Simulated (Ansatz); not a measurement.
# Fe (Fe, simple cubic): the cost of one run

Program: Ansatz 0.2.0. Level of theory: DFT BLYP, plane waves (420 eV) with PAW, scalar-relativistic; the PAW data stem from PBE, with regenerated cores. These are calculated values, not measurements.

## 1. Starting point

Symmetry: Pm-3m, No. 221, cubic system. The conventional cell has a = 2.334 Å, b = 2.334 Å, c = 2.334 Å, α = 90.00°, β = 90.00°, γ = 90.00°. Fe (site symmetry m-3m) is surrounded by 6 Fe at 2.33 Å.

Coordinates:

```
CELL_PARAMETERS angstrom
2.33426 0.00000 0.00000
0.00000 2.33426 0.00000
0.00000 0.00000 2.33426
ATOMIC_POSITIONS crystal
Fe 0.00000 0.00000 0.00000
```

The atoms start with moments of +2.5 μB.

## 2. Geometry optimisation

File input.yaml:

```yaml
crystal:
  lattice:
    - [2.3342634294, 0.0, 0.0]
    - [0.0, 2.3342634294, 0.0]
    - [0.0, 0.0, 2.3342634294]
  atoms:
    - { symbol: Fe, position: [0.0, 0.0, 0.0], spin: 2.5 }
hamiltonian:
  xc: blyp
  pseudopotentials:
    kind: paw
    azcp:
      Fe: "pseudopotentials/Fe.paw.azcp"
basis:
  ecutwfc: 420
  fft_grid_basis: typed
kpoints:
  mp_grid: { grid: [13, 13, 13], shift: [0, 0, 0] }
magnetization:
  spin_polarized: true
scf:
  occupations: { method: fermi_dirac, width: 0.05 }
relax:
  max_steps: 60
  f_tol: 0.01
  cell: {}
```

On the command line:

```
$ ansatz run input.yaml --threads 2 --pin off --max-ram 5120MiB --backend cpu --events-out ev --progress --plain --runs-dir out
```

Q: Estimate wall time and peak memory on 2 threads of Arm Neoverse V1, shared host.

About 9.8 s, with a peak of 0.29 GiB.
